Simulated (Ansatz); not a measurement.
Predict the output of the script below (Ansatz 0.2.0 through its Python package).

`run_kconv.py`:
```python
"""Convergence of Cs3Hg with the k-point mesh."""

import ansatz as az
from tabulate import tabulate


def main() -> None:
    xtal = (
        az.Lattice.from_parameters(6.783537, 6.783537, 6.783537, alpha=90.0, beta=90.0, gamma=90.0)
        .atom("Cs", (0.0, 0.5, 0.5))
        .atom("Cs", (0.5, 0.0, 0.5))
        .atom("Cs", (0.5, 0.5, 0.0))
        .atom("Hg", (0.0, 0.0, 0.0))
    )

    calculation = xtal.calculation()
    calculation = calculation.pseudopotentials("paw")
    calculation = calculation.occupations("fermi_dirac", width=0.05)
    calculation = calculation.basis(550).functional("pbesol")

    rows = []
    for value in [(1, 1, 1), (2, 2, 2), (3, 3, 3), (4, 4, 4)]:
        report = calculation.kpoints(mesh=value).run().report
        rows.append((value, report["free_energy_ev"] / len(report["lattice"]["sites"]), report["n_iterations"], report["n_kpoints"]))

    print(tabulate(rows, headers=["mesh", "F/atom (eV)", "iterations", "k-points"], floatfmt=".4f", tablefmt="plain"))

    # the last row is the reference
    for row in rows[:-1]:
        shift = 1000 * (row[1] - rows[-1][1])
        print(f"{row[0]}: {shift:+.2f} meV/atom" + ("  (within 1 meV)" if abs(shift) < 1 else ""))


if __name__ == "__main__":
    main()
```

`python run_kconv.py` gives:
```text
mesh         F/atom (eV)    iterations    k-points
(1, 1, 1)     -7606.2538             9           1
(2, 2, 2)     -7606.3193             7           4
(3, 3, 3)     -7606.3369             8           4
(4, 4, 4)     -7606.3229             9          10
(1, 1, 1): +69.08 meV/atom
(2, 2, 2): +3.63 meV/atom
(3, 3, 3): -14.01 meV/atom
```

Caveats:
- Spin-orbit coupling, which matters for elements this heavy, is left out.
- The structure comes from a database of computed cells and needn't be a stable or known phase.
- Shifts are counted from the finest mesh, which is itself no proven limit.
- It ran for 7 s on 1 thread of AMD EPYC 9R45 96-Core Processor (Zen 5), with other jobs on the host, peak memory 0.65 GiB.

(Lines on the test bed's own set-up are left out of the output.)
